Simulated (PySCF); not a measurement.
# CsTe: from the state search to spectroscopic constants

One job finds the state of CsTe, follows it along the bond with each method and fits the curves.

Method: Cs def2-SVP with ECP46, Te def2-SVP with ECP28, scalar-relativistic core potentials; program: PySCF 2.14.0.

### 1 The job

A driver script around PySCF takes these settings:

```json
{"atoms": "Cs, Te", "charge": "0", "basis": "Cs def2-SVP with ECP46, Te def2-SVP with ECP28", "Hamiltonian": "scalar-relativistic core potentials", "basis functions": "50", "electrons treated": "33", "masses in u": "132.9054, 129.9062", "levels": "PBE0, PBE, r²SCAN, BLYP, PW91, M06-2X, HSE06, HF, MP2, SCS-MP2, CCSD, CCSD(T)", "grid": "80 radial by 434 angular points", "occupations": "held fixed by the projection of orbital angular momentum", "dissociation limit": "Cs + Te, each in its ground configuration", "starting distance in angstrom": "3.525", "values of 2S to try": "1, 3"}
```

On the command line:

```bash
$ OMP_NUM_THREADS=1 python dia.py task.json out
```

After this run come: The PBE0 curve of the state that the search chose; Excited determinants; PBE (GGA); r²SCAN; BLYP (GGA); PW91 (GGA); M06-2X (hybrid meta-GGA); HSE06 (range-separated hybrid); UHF (mean field); MP2 and coupled cluster.

Before running it: what results should come out? Wanted: for each run, Re; ωe; De; μ.

**Answer**, as computed:

Lowest PBE0 solution found, without spin–orbit coupling: ²Π (doublet), unpaired electrons π ↑. State 2 has its PBE0 minimum 0.25 eV higher. State 3 has its PBE0 minimum 2.21 eV higher. The other levels ran on the lowest alone.

```tsv
level	Re (Å)	ωe (cm⁻¹)	De (eV)	μ (D)
UHF	3.606	102.0	1.43	-13.13
UHF-MP2	3.547	107.1	1.91	n/a
UHF-SCS-MP2	3.559	106.1	1.89	n/a
UHF-CCSD	3.554	106.6	1.83	n/a
UHF-CCSD(T)	3.552	106.7	1.85	n/a
PBE	3.506	104.3	2.27	-10.49
PW91	3.503	104.6	2.33	-10.41
BLYP	3.550	100.2	2.16	-10.33
r²SCAN	3.520	105.6	2.33	-11.67
PBE0	3.497	107.2	2.27	-11.41
HSE06	3.501	107.0	2.30	-11.30
M06-2X	3.496	110.1	2.14	-11.80
```

De is counted to Cs + Te in their ground configurations. A positive dipole means Cs(−)Te(+).

Differences from CCSD(T) in the same basis:

```tsv
level	Re (mÅ)	ωe (%)
UHF	+54	-4.4
UHF-MP2	-5	+0.5
UHF-SCS-MP2	+7	-0.5
UHF-CCSD	+2	0.0
PBE	-46	-2.2
PW91	-49	-1.9
BLYP	-1	-6.1
r²SCAN	-32	-0.9
PBE0	-55	+0.5
HSE06	-51	+0.3
M06-2X	-55	+3.2
```

In words: Against CCSD(T) in the same basis, the bond length is nearest at BLYP (-1 mÅ) and farthest at PBE0 and M06-2X (-55 mÅ); the wavenumber is nearest at UHF-CCSD (0.0 %) and farthest at BLYP (-6.1 %). CCSD(T) in a basis this small is itself some way from its limit, more so than the functionals. Of the levels with a De here, UHF gives the least (1.43 eV) and PW91 the most (2.33 eV).

Correlated steps freeze 4 core orbitals. Spin–orbit coupling is left out, which matters for elements this heavy, above all for dissociation energies. At some levels the lowest empty orbital lies below the highest filled one (the two can be of opposite spin). With spin–orbit coupling the term label itself may not hold.
